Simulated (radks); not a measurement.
# Polarisabilities and dispersion coefficients of Ne, Mg²⁺, Al³⁺ and others

An exercise on one series of results from a longer session: the logs are not shown, and one member is left open.

The numbers are computed with radks (a radial shooting solver on a logarithmic mesh, Libxc functionals) version 1 (scalar-relativistic Kohn-Sham, LDA (Slater exchange, VWN5 correlation), spin-unpolarised, spherical densities, finite nucleus), except any that are marked as measured or tabulated.

## What is computed

| Quantity | Value |
| --- | --- |
| species | Ne ([Ne]), Mg²⁺ ([Ne]), Al³⁺ ([Ne]), Si⁴⁺ ([Ne]), P⁵⁺ ([Ne]), S⁶⁺ ([Ne]), Cl⁷⁺ ([Ne]), Ar⁸⁺ ([Ne]) |

The first run:

Input:

```text
Z 10
configuration [Ne]
relativity scalar-relativistic
functional lda,vwn5
spin unpolarised
nucleus finite rms 3.0055 fm
c 137.035999084
response adiabatic LDA kernel
```

Steps of the session up to this table: Ne, [Ne]; Mg²⁺, [Ne]; Al³⁺, [Ne]; Si⁴⁺, [Ne]; P⁵⁺, [Ne]; S⁶⁺, [Ne]; Cl⁷⁺, [Ne]; Ar⁸⁺, [Ne].

One of the session's tables, all rows but one given; the rest of the session is left out.

| species | −ε(HOMO) (eV) | α (bohr³) | α uncoupled (bohr³) | C6 (hartree bohr⁶) | C8 (hartree bohr⁸) |
| --- | --- | --- | --- | --- | --- |
| Ne | 13.539 | 3.055 | 3.488 | 7.403 | 114.8 |
| Mg²⁺ | 66.848 | 0.5134 | 0.5820 | 0.6232 | 3.753 |
| Al³⁺ | 104.23 | 0.2831 | 0.3187 | 0.2651 | 1.171 |
| Si⁴⁺ | ? | ? | ? | ? | ? |
| P⁵⁺ | 199.89 | 0.1105 | 0.1228 | 0.06751 | 0.1826 |
| S⁶⁺ | 258.09 | 0.07490 | 0.08273 | 0.03816 | 0.08424 |
| Cl⁷⁺ | 323.17 | 0.05270 | 0.05790 | 0.02276 | 0.04184 |
| Ar⁸⁺ | 395.15 | 0.03823 | 0.04181 | 0.01419 | 0.02206 |

**Question.** Estimate the row for Si⁴⁺.

The run gave: −ε(HOMO) (eV): 148.60; α (bohr³): 0.1713; α uncoupled (bohr³): 0.1915; C6 (hartree bohr⁶): 0.1279; C8 (hartree bohr⁸): 0.4346. In the column «−ε(HOMO) (eV)» it lies between Al³⁺ (104.23) and P⁵⁺ (199.89).

What this shows: Uncoupled leaves out the potential induced by the response; C6 and C8 are for like pairs. Ne is the most polarisable and Ar⁸⁺ the least, a factor 79.9 apart. For the pair Ne–Ar⁸⁺ the Casimir-Polder integral gives C6 = 0.1946, the rule 2·Ca·Cb/(Ca·αb/αa + Cb·αa/αb) on the like-pair values 0.1713. Against the recommended values (Schwerdtfeger and Nagle, 2023 table) the misses are Ne +15 %. C8 is given only where no p, d or f shell is open.
